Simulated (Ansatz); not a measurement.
Geometry optimisation, DFT PBE, scalar-relativistic, plane waves, PAW in Ansatz 0.2.0.

Input:

```yaml
crystal:
  lattice:
    - [5.048742, 0.0, 0.0]
    - [2.524371, 4.372339, 0.0]
    - [0.0, 0.0, 16.776426]
  atoms:
    - { symbol: H, position: [0.16666668, 0.16666667, 0.05960745] }
    - { symbol: H, position: [0.66666673, 0.16666667, 0.05960745] }
    - { symbol: H, position: [0.16666669, 0.6666667, 0.05960745] }
    - { symbol: H, position: [0.66666673, 0.6666667, 0.05960745] }
    - { symbol: C, position: [0.16666668, 0.16666667, 0.12517565] }
    - { symbol: C, position: [0.66666673, 0.16666667, 0.12517565] }
    - { symbol: C, position: [0.16666669, 0.6666667, 0.12517565] }
    - { symbol: C, position: [0.66666673, 0.6666667, 0.12517565] }
    - { symbol: C, position: [-0.16666667, 0.33333335, 0.15589048] }
    - { symbol: C, position: [0.33333337, 0.33333335, 0.15589048] }
    - { symbol: C, position: [-0.16666666, 0.83333337, 0.15589048] }
    - { symbol: C, position: [0.33333338, 0.83333337, 0.15589048] }
    - { symbol: C, position: [-0.16666667, 0.33333335, 0.24803498] }
    - { symbol: C, position: [0.33333337, 0.33333335, 0.24803498] }
    - { symbol: C, position: [-0.16666666, 0.83333337, 0.24803498] }
    - { symbol: C, position: [0.33333338, 0.83333337, 0.24803498] }
    - { symbol: C, position: [0.0, 0.0, 0.27874981] }
    - { symbol: C, position: [0.50000004, 0.0, 0.27874981] }
    - { symbol: C, position: [1.0e-08, 0.50000002, 0.27874981] }
    - { symbol: C, position: [0.50000005, 0.50000002, 0.27874981] }
    - { symbol: H, position: [0.50000004, 0.0, 0.34431801] }
    - { symbol: H, position: [1.0e-08, 0.50000002, 0.34431801] }
    - { symbol: H, position: [0.50000005, 0.50000002, 0.34431801] }
    - { symbol: Ti, position: [0.84861479, 0.34442965, 0.42955666], spin: 1.0 }
magnetization:
  spin_polarized: true
basis:
  ecutwfc: 420.0
kpoints:
  mp_grid: { grid: [3, 3, 1] }
hamiltonian:
  xc: pbe
  pseudopotentials: { kind: paw, azcp: { folder: soft_1 } }
scf:
  occupations: { method: gaussian, width: 0.02 }
  lower_state_search: "off"
relax:
  f_tol: 0.03
  max_steps: 60
  adjacent_minimum: "off"
  constraints: [{ sites: [0, 1, 2, 3, 4, 5, 6, 7, 8, 9, 10, 11] }]
output:
  write_density: true
  write_potential: true
  elf: true
  volumetric_format: npy
```

Launched with:

```bash
$ ansatz run input.yaml --threads 2 --pin off --max-ram 5120MiB --backend cpu --events-out ev --progress --plain --runs-dir out
```

**Question.** Where does it end, and by what steps?

**Answer.** It converged. The force dipped under the threshold on the way, but the program's further checks kept it going. Limits of this set-up: coarse k mesh, thin slab, slab without dipole correction. After 13 steps the energy has fallen by 1.239 eV; Ti24 moved furthest, 1.55 Å. Parted: H22–Ti24 (1.96 → 2.76 Å), H23–Ti24 (2.09 → 2.76 Å).

```tsv
step	energy less start (eV)	largest force component (eV/Å)	accepted
0	0.0000	2.130	yes
1	-0.4519	1.030	yes
2	-0.7660	0.977	yes
3	-1.0169	0.708	yes
4	-1.1365	0.277	yes
5	-1.1615	0.126	yes
6	-1.1639	0.042	yes
7	-1.1652	0.061	yes
8	-1.1719	0.116	yes
9	-1.1896	0.307	yes
10	-1.2096	0.319	yes
11	-1.2283	0.392	yes
12	-1.2390	0.027	yes
13	-1.2394	0.020	yes
```

```xyz
24
Lattice="5.0487 0.0000 0.0000 2.5244 4.3723 0.0000 0.0000 0.0000 16.7764" Properties=species:S:1:pos:R:3
H 1.262 0.729 1.000
H 3.787 0.729 1.000
H 2.524 2.915 1.000
H 5.049 2.915 1.000
C 1.262 0.729 2.100
C 3.787 0.729 2.100
C 2.524 2.915 2.100
C 5.049 2.915 2.100
C 0.000 1.457 2.615
C 2.524 1.457 2.615
C 1.262 3.644 2.615
C 3.787 3.644 2.615
C 0.000 1.449 4.175
C 2.524 1.458 4.167
C 1.269 3.648 4.175
C 3.779 3.648 4.175
C 0.000 0.000 4.686
C 2.524 0.000 4.646
C 1.262 2.187 4.646
C 3.787 2.186 4.646
H 2.525 0.006 5.770
H 1.266 2.182 5.769
H 3.783 2.182 5.770
Ti 5.048 -0.006 6.894
```

Whether the end is a true minimum wasn't checked by a vibrational analysis.

Time of the run: 6 min on 2 threads of AMD EPYC 7B13 (Zen 3), on a shared host, peak memory 0.78 GiB.
